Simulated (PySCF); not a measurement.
# One shape, several levels: CH5ClSSi (SMILES C[SiH](S)Cl)

We compute a comparison of 5 runs (HF/STO-3G, HF/6-31G, B3LYP/6-31G*, BP86/6-311G**) of CH5ClSSi. Input form: a Python script.

Program for the calculation: PySCF 2.14.0.

## (1) The system as given

CH5ClSSi has 9 atoms, charge 0, and is taken as a singlet. SMILES: `C[SiH](S)Cl`. The coordinates come from a PBE0-D4/def2-TZVP relaxation. This is one conformer, not always the lowest.

Bond lengths: C1–Si2 1.855 Å, Si2–S3 2.127 Å, Si2–Cl4 2.062 Å, C1–H5 1.092 Å, C1–H6 1.092 Å, C1–H7 1.092 Å, Si2–H8 1.480 Å, S3–H9 1.344 Å. Some angles: C1–Si2–S3 112.6°, C1–Si2–Cl4 107.8°, S3–Si2–Cl4 111.5°, C1–Si2–H8 113.1°, S3–Si2–H8 104.3°, Cl4–Si2–H8 107.4°, Si2–C1–H5 110.1°, Si2–C1–H6 110.6°, Si2–C1–H7 110.2°, Si2–S3–H9 94.4°.

## (2) Energy and forces at HF/STO-3G (run 1)

Contents of run.py:

```python
from pyscf import gto, scf

mol = gto.M(
    atom='''
C       -0.274200       1.016100      -0.538000
Si       0.059000      -0.772900      -0.179600
S        1.538300      -1.045300       1.324800
Cl      -1.729000      -1.652100       0.352100
H        0.644700       1.511900      -0.858200
H       -0.651800       1.523200       0.352700
H       -1.023000       1.110000      -1.327900
H        0.585300      -1.511200      -1.349400
H        0.939300      -0.226000       2.206500
''',
    verbose=4,
    charge=0,
    basis='sto-3g',
    max_memory=1860,
)

mf = scf.RHF(mol)
mf.conv_tol = 1e-10
mf.kernel()
if not mf.converged:
    mf = mf.newton().run(mf.mo_coeff, mf.mo_occ)

energy = mf.e_tot
print('Final energy', energy)
grad = mf.nuc_grad_method().kernel()
dip = mf.dip_moment()
pop, q = mf.mulliken_pop()
```

Command:

```bash
OMP_NUM_THREADS=1 python run.py
```

Standard output:

```text
PySCF version 2.14.0

[... 63 lines left out ...]
converged SCF energy = -1173.77452069535
Final energy -1173.7745206953537
[... 11 lines left out ...]
Dipole moment(X, Y, Z, Debye):  1.59426,  2.14811, -0.79379
[... 47 lines left out ...]
charge of    8H =     -0.03410
```

It took 5.4 s on 1 thread of Intel Xeon at 2.50GHz (Skylake/Cascade Lake), shared host; peak memory 0.12 GiB.

## (3) Energy and forces at HF/6-31G (run 2)

Contents of input.py:

```python
# C[SiH](S)Cl
import pyscf.grad
from pyscf import gto

system = gto.Mole()
system.atom = [
    ('C', (-0.274200, 1.016100, -0.538000)),
    ('Si', (0.059000, -0.772900, -0.179600)),
    ('S', (1.538300, -1.045300, 1.324800)),
    ('Cl', (-1.729000, -1.652100, 0.352100)),
    ('H', (0.644700, 1.511900, -0.858200)),
    ('H', (-0.651800, 1.523200, 0.352700)),
    ('H', (-1.023000, 1.110000, -1.327900)),
    ('H', (0.585300, -1.511200, -1.349400)),
    ('H', (0.939300, -0.226000, 2.206500)),
]
system.max_memory = 1860
system.spin = 0
system.basis = '6-31g'
system.verbose = 3
system.charge = 0
system.build()

myscf = system.RHF()
myscf.conv_tol = 1e-10
myscf.kernel()
if not myscf.converged:
    myscf = myscf.newton().run(myscf.mo_coeff, myscf.mo_occ)

energy = myscf.e_tot
print('Final energy', energy)
grad = myscf.Gradients().kernel()
dip = myscf.dip_moment()
pop, q = myscf.mulliken_pop()
```

Command:

```bash
OMP_NUM_THREADS=1 python input.py
```

Standard output:

```text
converged SCF energy = -1186.64519507384
Final energy -1186.6451950738378
--------------- RHF gradients ---------------
         x                y                z
0 C     0.0033561138    -0.0185453431     0.0021211762
1 Si    -0.0237092474    -0.0026516449     0.0394494411
2 S    -0.0180515748     0.0021586372    -0.0196254856
3 Cl     0.0412443270     0.0200686831    -0.0123200677
4 H     0.0060404997     0.0015254308    -0.0014055450
5 H    -0.0015958314     0.0005169982     0.0060737044
6 H    -0.0045987249    -0.0009835425    -0.0046724872
7 H     0.0011160863     0.0000180713     0.0005935289
8 H    -0.0038016484    -0.0021072900    -0.0102142650
----------------------------------------------
Dipole moment(X, Y, Z, Debye):  0.44155,  2.97230, -1.15387
 ** Mulliken pop  **
pop of  0 C 1s            1.99767
pop of  0 C 2s            0.62596
pop of  0 C 3s            0.79751
pop of  0 C 2px           0.70116
pop of  0 C 2py           0.68654
pop of  0 C 2pz           0.69704
pop of  0 C 3px           0.44788
pop of  0 C 3py           0.47154
pop of  0 C 3pz           0.44346
pop of  1 Si 1s           1.99975
pop of  1 Si 2s           1.99832
pop of  1 Si 3s           0.99707
pop of  1 Si 4s           0.12864
pop of  1 Si 2px          1.99084
pop of  1 Si 2py          1.99222
pop of  1 Si 2pz          1.99181
pop of  1 Si 3px          0.54391
pop of  1 Si 3py          0.64844
pop of  1 Si 3pz          0.63978
pop of  1 Si 4px         -0.01903
pop of  1 Si 4py          0.04375
pop of  1 Si 4pz          0.05724
pop of  2 S 1s            1.99972
pop of  2 S 2s            1.99846
pop of  2 S 3s            1.29727
pop of  2 S 4s            0.63682
pop of  2 S 2px           1.99281
pop of  2 S 2py           1.99335
pop of  2 S 2pz           1.99177
pop of  2 S 3px           1.04838
pop of  2 S 3py           1.10317
pop of  2 S 3pz           0.92301
pop of  2 S 4px           0.49348
pop of  2 S 4py           0.52950
pop of  2 S 4pz           0.27792
pop of  3 Cl 1s           1.99970
pop of  3 Cl 2s           1.99846
pop of  3 Cl 3s           1.34320
pop of  3 Cl 4s           0.65395
pop of  3 Cl 2px          1.99295
pop of  3 Cl 2py          1.99419
pop of  3 Cl 2pz          1.99439
pop of  3 Cl 3px          1.10970
pop of  3 Cl 3py          1.24338
pop of  3 Cl 3pz          1.26097
pop of  3 Cl 4px          0.50881
pop of  3 Cl 4py          0.62709
pop of  3 Cl 4pz          0.65728
pop of  4 H 1s            0.51701
pop of  4 H 2s            0.27207
pop of  5 H 1s            0.51786
pop of  5 H 2s            0.27268
pop of  6 H 1s            0.51595
pop of  6 H 2s            0.26753
pop of  7 H 1s            0.50418
pop of  7 H 2s            0.63842
pop of  8 H 1s            0.50033
pop of  8 H 2s            0.44276
 ** Mulliken atomic charges  **
charge of    0C =     -0.86875
charge of    1Si =      0.98725
charge of    2S =     -0.28566
charge of    3Cl =     -0.38406
charge of    4H =      0.21093
charge of    5H =      0.20946
charge of    6H =      0.21652
charge of    7H =     -0.14260
charge of    8H =      0.05691
```

Wall time 20 s (1 thread of Intel Xeon at 2.50GHz (Skylake/Cascade Lake), shared host); peak memory 0.13 GiB.

Runs 3 to 4 aren't shown in full; the table further down has their settings and results.

## (4) Energy and gradient at BP86/6-311G(d,p) (run 5)

Contents of job.py:

```python
# C[SiH](S)Cl
from pyscf import gto, dft

system = gto.M(
    atom='''
C       -0.274200       1.016100      -0.538000
Si       0.059000      -0.772900      -0.179600
S        1.538300      -1.045300       1.324800
Cl      -1.729000      -1.652100       0.352100
H        0.644700       1.511900      -0.858200
H       -0.651800       1.523200       0.352700
H       -1.023000       1.110000      -1.327900
H        0.585300      -1.511200      -1.349400
H        0.939300      -0.226000       2.206500
''',
    max_memory=1860,
    verbose=4,
    charge=0,
    basis='6-311g**',
)

mf = dft.RKS(system)
mf.xc = 'bp86'
mf.conv_tol = 1e-10
mf.grids.level = 5
mf.kernel()
if not mf.converged:
    mf = mf.newton().run(mf.mo_coeff, mf.mo_occ)

e_tot = mf.e_tot
print(f'total energy: {e_tot:.8f} hartree')
grad = mf.nuc_grad_method().kernel()
dip = mf.dip_moment()
pop, q = mf.mulliken_pop()
```

Command:

```bash
OMP_NUM_THREADS=1 python job.py
```

Standard output:

```text
PySCF version 2.14.0

[... 80 lines left out ...]
converged SCF energy = -1189.23786506419
total energy: -1189.23786506 hartree
[... 12 lines left out ...]
Dipole moment(X, Y, Z, Debye):  0.28021,  2.25183, -0.54528
[... 136 lines left out ...]
charge of    8H =      0.09050
```

It took 1.8 min on 1 thread of Intel Xeon at 2.50GHz (Skylake/Cascade Lake), shared host; peak memory 1.3 GiB.

## (5) The series

| run | level | integration grid | Cartesian functions | energy (Eh) | dipole moment (D) | HOMO energy (eV) | LUMO energy (eV) | wall time |
| --- | --- | --- | --- | --- | --- | --- | --- | --- |
| 1 | HF/STO-3G | – | no | -1173.774521 | 2.79 | -7.84 | 8.96 | 5.4 s |
| 2 | HF/6-31G | – | no | -1186.645195 | 3.22 | -10.84 | 3.62 | 20 s |
| 3 | B3LYP/6-31G* (spherical functions) | 5 | no | -1189.076844 | 2.37 | -7.38 | 0.31 | 72 s |
| 4 | B3LYP/6-31G* (Cartesian functions) | 5 | yes | -1189.085423 | 2.37 | -7.37 | 0.30 | 67 s |
| 5 | BP86/6-311G** | 5 | no | -1189.237865 | 2.33 | -6.65 | -0.81 | 1.8 min |

## (6) What came out

| quantity | value |
| --- | --- |
| run 5: total energy | -1189.23787 Eh |
| run 5: dipole moment | 2.33 D |
| run 5: HOMO energy | -6.65 eV |
| run 5: LUMO energy | -0.81 eV |
| run 5: HOMO–LUMO gap | 5.84 eV |
| run 5: largest force on an atom | 0.622 eV/Å |

The dipole moment (its size) runs from 2.33 D (BP86/6-311G**) to 3.22 D (HF/6-31G). The two ends differ in method and basis. The HOMO–LUMO gap runs from 5.84 eV (BP86/6-311G**) to 16.79 eV (HF/STO-3G). Totals of different functionals can't be ranked against each other. In run 1 the basis is minimal, so the values are rough. All runs together took 4.6 min, the longest 1.8 min.
